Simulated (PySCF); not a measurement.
# [Gd(H2O)4]2+: other functionals and bases at one geometry

One table from this session's results is given with a row withheld; the runs are named, their logs left out.

The runs use PySCF 2.14.0; several levels, as the steps say, no spin–orbit coupling.

1 further run of the same task is left out (for a known fault of the program).

## Where the work starts

13 atoms, charge 2, spin multiplicity 1.

Bond lengths: Gd1–O2 2.499 Å, Gd1–O5 2.499 Å, Gd1–O8 2.499 Å, Gd1–O11 2.499 Å, O2–H3 0.971 Å, O2–H4 0.971 Å, O5–H6 0.971 Å, O5–H7 0.971 Å, O8–H9 0.971 Å, O8–H10 0.971 Å, O11–H12 0.971 Å, O11–H13 0.971 Å. Angles: O2–Gd1–O5 111.1°, O2–Gd1–O8 106.2°, O2–Gd1–O11 111.1°, O5–Gd1–O8 111.1°, O5–Gd1–O11 106.2°, O8–Gd1–O11 111.1°, Gd1–O2–H3 128.3°, Gd1–O2–H4 127.9°, H3–O2–H4 103.8°, Gd1–O5–H6 127.9°, Gd1–O5–H7 128.2°, H6–O5–H7 103.8°, Gd1–O8–H9 127.9°, Gd1–O8–H10 128.3°, H9–O8–H10 103.8°, Gd1–O11–H12 128.2°, Gd1–O11–H13 127.9°, H12–O11–H13 103.8°.

As a file:

```
Gd    0.0001    0.0000    0.0000
O     1.4996    1.4434    1.3824
H     2.2938    1.1847    1.8777
H     1.4277    2.3985    1.5420
O    -1.4994   -1.3825    1.4434
H    -1.4275   -1.5421    2.3985
H    -2.2942   -1.8772    1.1846
O     1.4996   -1.4434   -1.3824
H     1.4277   -2.3985   -1.5420
H     2.2938   -1.1847   -1.8777
O    -1.4994    1.3825   -1.4434
H    -2.2942    1.8772   -1.1846
H    -1.4275    1.5421   -2.3985
```

Formal oxidation states: Gd +2. Each metal's 8 4f electrons lie in its core potential, so multiplicities, spins and levels count the valence alone. For divalent La, Ce, Gd or Lu the extra electron is normally 5d or 6s, so this core forces an excited configuration. An earlier session relaxed this geometry at PBE0, Gd lcecp-0-SVP with ECP54, O def2-SVP, H def2-SVP (singlet, point group S4).

At PBE0 on the finer grid: E = -334.657530 Eh, frontier levels not given, since the 4f levels lie in the core, Mulliken charge on Gd1 +1.26 e, largest force component 0.017 eV/Å. 

Levels to run: revPBE; CAM-B3LYP; PBE0, TZVP. Hardware: 2 threads of Arm Neoverse V1, shared host.

Set-up of the first run:

run.py (the lines that set the calculation)

```python
mol = gto.M(atom='''
Gd     0.00006     0.00000     0.00000
O      1.49964     1.44336     1.38243
H      2.29379     1.18474     1.87765
H      1.42766     2.39847     1.54204
O     -1.49944    -1.38251     1.44337
H     -1.42745    -1.54211     2.39851
H     -2.29423    -1.87719     1.18463
O      1.49964    -1.44336    -1.38243
H      1.42766    -2.39847    -1.54204
H      2.29379    -1.18474    -1.87765
O     -1.49944     1.38251    -1.44337
H     -2.29423     1.87719    -1.18463
H     -1.42745     1.54211    -2.39851''',
    basis={'Gd': 'lcecp-0-SVP', 'O': 'def2-SVP', 'H': 'def2-SVP'},
    ecp={'Gd': 'lcecp-0-SVP'},
    charge=2, spin=0)
mf = dft.RKS(mol, xc='PBE_R,PBE')
mf.grids.atom_grid = (75, 302)  # f atoms: unpruned, at least (60, 302)
mf = mf.density_fit()  # fitting sets: Gd AutoAux, O def2-universal-JKFIT, H def2-universal-JKFIT
mf.conv_tol = 1e-08; mf.max_cycle = 55
mf.kernel(dm0)  # dm0: the density of the relaxed state
```

On the command line:

```bash
> OMP_NUM_THREADS=2 python run.py
```

Steps of the session up to this table: revPBE; CAM-B3LYP; PBE0, TZVP.

One table of the session follows, with a row left open; its other results are not shown here.

```
              level  charge on Gd1 (e)  largest force component (eV/Å)
PBE0 (relaxed here)               1.26                            0.02
             revPBE               1.15                            0.52
          CAM-B3LYP                  ?                               ?
         PBE0, TZVP               1.62                            0.22
```

Q: Estimate the row for CAM-B3LYP from the others.

As computed: charge on Gd1 (e): 1.23; largest force component (eV/Å): 0.15. In the column «charge on Gd1 (e)» it lies between revPBE (1.15) and PBE0 (relaxed here) (1.26).

The largest leftover force, 0.52 eV/Å with revPBE, stands at a geometry relaxed at another level. With 4f in the core, its levels are missing from HOMO and gap, and its count is fixed, so no charge can pass from the ligands into it. Total energies of different levels can't be compared.
